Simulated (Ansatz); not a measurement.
Task: the spin response to a magnetic field of SnI3, space group Pm-3m, with Ansatz's Python interface. Give the script and its output. Settings (first run): r2SCAN, PAW, cutoff 750 eV, 5×5×5 k-points, Methfessel-Paxton smearing of 0.05 eV, collinear spin.

```
Sn I
1.0
     6.01519    0.00000    0.00000
     0.00000    6.01519    0.00000
     0.00000    0.00000    6.01519
Sn I
1 3
Direct
  0.00000 0.00000 0.00000
  0.50000 0.00000 0.00000
  0.00000 0.00000 0.50000
  0.00000 0.50000 0.00000
```

`sni3_zeeman.py`:
```python
"""Spin moment of SnI3 in a magnetic field."""

import ansatz as az
import numpy as np
import pandas as pd


def main() -> None:
    structure = (
        az.Lattice.of((6.015188, 0.0, 0.0), (0.0, 6.015188, 0.0), (0.0, 0.0, 6.015188))
        .atom("Sn", (0.0, 0.0, 0.0))
        .atom("I", (0.5, 0.0, 0.0))
        .atom("I", (0.0, 0.0, 0.5))
        .atom("I", (0.0, 0.5, 0.0))
    )

    base = (
        structure.calculation()
        .occupations("Methfessel-Paxton", width=50 * az.meV)
        .scf(tolerance=1e-09)
        .functional("r2scan")
        .basis(750)
        .kpoints(5, 5, 5)
        .spin("collinear")
    )
    # the field acts on the spins alone; such large fields lift the response over the noise
    rows = []
    for tesla in [-200, 0, 200]:
        r = (base.magnetic_field(tesla) if tesla else base).run(threads=1).report
        rows.append((tesla, r["magnetization_mub"], r["free_energy_ev"], r["components"].get("e_zeeman", 0.0)))
    print(pd.DataFrame(rows, columns=["B (T)", "moment muB", "F eV", "Zeeman term eV"]).round(4).to_string(index=False))
    slope = np.polyfit([row[0] for row in rows], [row[1] for row in rows], 1)[0]
    print(f"dM/dB = {1000 * slope:.4f} muB per 1000 T per cell")


if __name__ == "__main__":
    main()
```

`python sni3_zeeman.py` gives:
```text
RunWarning: this spin-polarised run has no starting moment large enough to seed its density, so its SCF can try parallel moments of its own, which can die out, and starts no order whose moments cancel. Behind that start scf.lower_state_search: light tries no [...]
 B (T)  moment muB        F eV  Zeeman term eV
  -200     -0.3100 -28623.6917         -0.0036
     0      0.3228 -28623.6881          0.0000
   200      0.3100 -28623.6917         -0.0036
dM/dB = 1.5499 muB per 1000 T per cell
```
(Warnings from the package without file and line, shortened.)

These settings explore the input space; cutoff and mesh may be short of convergence. The mesh is modest for a metal, so energies can be off by several to tens of meV an atom and pressures by half a GPa or more; differences at equal mesh fare better. r2SCAN tends to overestimate the moments of itinerant magnets. This cell is a computed structure, which may not be the phase found in nature. Orbital magnetism is left out. The response of a metal hangs strongly on mesh and smearing, and a straight-line fit holds only where the moment is linear in the field. The whole script took 2.5 min on 1 thread of Arm Neoverse V2, with other jobs on the host, peak memory 1.5 GiB.

(Lines on the test bed's own set-up are left out of the output.)
